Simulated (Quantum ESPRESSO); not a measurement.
Cd2S under changes of volume

One of the cells (26.333 Å³/atom); the others are scaled copies at fixed shape and fractional positions:

```xyz
3
Lattice="3.9627 0.0000 0.0000 -1.9813 3.4318 0.0000 0.0000 0.0000 5.8092" Properties=species:S:1:pos:R:3 pbc="T T T"
Cd    0.0000    2.2878    5.4183
Cd    1.9813    1.1439    3.3620
S     0.0000    2.2878    2.1245
```

The cell comes from a database or a generator and needn't be the stable form of this composition.

* Program: Quantum ESPRESSO 7.5
* Functional: PBE
* Potentials or basis: SSSP 1.3 efficiency PBE
* Cutoff: 816 eV
* Density cutoff: 6531 eV
* k mesh: 8 × 8 × 5
* Occupations: fermi-dirac, width 0.05 eV
* Spin: no spin polarisation

```csv
volume (Å³/atom),energy over the lowest point (meV/atom),pressure (GPa),gap on the mesh (eV),largest force (eV/Å)
24.753,13.53,2.9,0.22,0.191
25.280,5.60,1.8,0.22,0.104
25.806,1.22,0.7,0.23,0.022
26.333,0.00,-0.2,0.24,0.054
26.860,1.59,-1.0,0.25,0.125
27.386,?,?,?,?
27.913,12.00,-2.3,0.29,0.254
```

Task: What does the run at 27.386 Å³/atom give?

Result: Energy over the lowest point 5.68 meV/atom; pressure -1.7 GPa; gap on the mesh 0.27 eV; largest force 0.192 eV/Å.

Worked out: A Birch-Murnaghan fit of order 3 (a polynomial in V^(-2/3)) to the other rows has its minimum at 26.29 Å³/atom with B0 = V·E''(V) = 43 GPa and B' = 4.8 at fixed shape and positions, which overstates the stiffness. It gives 5.68 meV/atom at 27.386 Å³/atom, against the run's 5.68, and -dE/dV = -1.6 GPa, against -1.7. A parabola through the other rows of the gap, of slope 0.971 eV per unit of ln V there, gives 0.27 eV, against the run's 0.27.

Energies are extrapolated to zero smearing.

Caveats: an odd mesh through Γ misses points on the zone boundary, where band edges often lie. Spin-orbit coupling on Cd is left out.
